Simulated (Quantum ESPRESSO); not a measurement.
# CS2: dielectric tensor and Born charges under several settings

```
S C
1.0
     3.64579   -2.99431    0.00000
     3.64579    2.99431    0.00000
     0.00000    0.00000    9.85126
S C
4 2
Cartesian
  3.6458 1.9073 8.7368
  3.6458 1.0871 3.8111
  3.6458 -1.0871 6.0401
  3.6458 -1.9073 1.1145
  3.6458 0.0000 4.9256
  0.0000 0.0000 0.0000
```

The cell comes from a database or a generator and needn't be the stable form of this composition.

All runs used Quantum ESPRESSO 7.5; potentials PseudoDojo 0.4.1 SR PBE standard; given cell; no spin polarisation; cutoff 1116 eV; occupations smeared at first, fixed for the response.

```tsv
level	k mesh (s: shifted)	ε∞ (diagonal)	Born charge of atom 1 (e)	sum of the Born charges (e)
PBE	2 × 2 × 2	?	?	?
PBE	4 × 4 × 2	1.90, 2.48, 2.76	-0.41	0.00
```

Task: What stands in the row left open?

Result: ε∞ 1.87, 2.48, 2.76; Born charge of atom 1 -0.39 e; sum of the Born charges 0.07 e.

Caveats: some runs use coarse meshes; on a mesh that holds Γ this program's dielectric tensor can be off by some percent beyond the error of the mesh.

For the row left open. Caveat: the k mesh is coarse (spacing up to 0.68 Å⁻¹), so the values aren't converged; the mesh is thin for the dielectric tensor, Born charges and intensities, which usually come out too large; on a mesh that holds Γ this program's dielectric tensor can be off by some percent beyond the error of the mesh; the Born charges break their sum rule by 0.07 e, a sign of too thin a mesh.
